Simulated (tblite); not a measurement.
# C4H16N2OSi2: the cost of one run

The runs use tblite 0.8.0 and PySCF 2.14.0, with density-fitted response routines of our own; the level of theory stands in each step. All values are computed, except where a source is named. Atoms count from 0, in the outputs and in this text.

## (1) Starting geometry

25 atoms, charge 0, multiplicity 1; geometry from: force field or distance geometry start.

Bonds of the start (Å): C0–N1 1.46, N1–C2 1.46, C2–C3 1.48, C2–Si4 1.88, Si4–N5 1.79, N5–C6 1.45, Si4–O7 1.70, O7–Si8 1.70, C0–H9 1.09, C0–H10 1.12, C0–H11 1.12, N1–H12 1.06, C2–H13 1.12, C3–H14 1.12, C3–H15 1.10, C3–H16 1.13, Si4–H17 1.45, N5–H18 1.05, C6–H19 1.11, C6–H20 1.12, C6–H21 1.11, Si8–H22 1.48, Si8–H23 1.48, Si8–H24 1.48.

## (2) Geometry optimisation with GFN2-xTB

What the job is given:

```
{"job": {"kind": "relax", "xc": "GFN2-xTB", "basis": "xTB"}, "charge": 0, "multiplicity": 1}
C      2.989400     0.101100    -0.854100
N      1.647100     0.526200    -0.453400
C      0.831800    -0.623600    -0.056000
C      1.500200    -1.305300     1.079300
Si    -0.785900     0.076100     0.597500
N     -2.039100    -0.207600    -0.644900
C     -2.665000    -1.473500    -0.334000
O     -0.525400     1.722100     0.952900
Si    -1.535500     2.773700     0.078000
H      3.428300    -0.474300    -0.039100
H      2.896700    -0.475000    -1.806300
H      3.598900     1.014200    -1.076000
H      1.691200     1.216200     0.349300
H      0.675100    -1.287900    -0.939600
H      2.151000    -0.579300     1.626300
H      2.098500    -2.176800     0.780000
H      0.675800    -1.660200     1.767000
H     -1.161900    -0.632000     1.808300
H     -1.519400    -0.361200    -1.547900
H     -3.020500    -1.993300    -1.249100
H     -3.585100    -1.333600     0.294200
H     -1.974900    -2.194500     0.155000
H     -0.662600     3.801800    -0.521000
H     -2.301800     2.089100    -0.986300
H     -2.417800     3.481700     1.029200
```

Command:

```console
$ OMP_NUM_THREADS=1 python probes_run.py task.json out
```

This one command runs all jobs of the session in turn.

Q: Estimate the wall time of this first job on 1 thread of Arm Neoverse V1, shared host.

About 3.5 s.
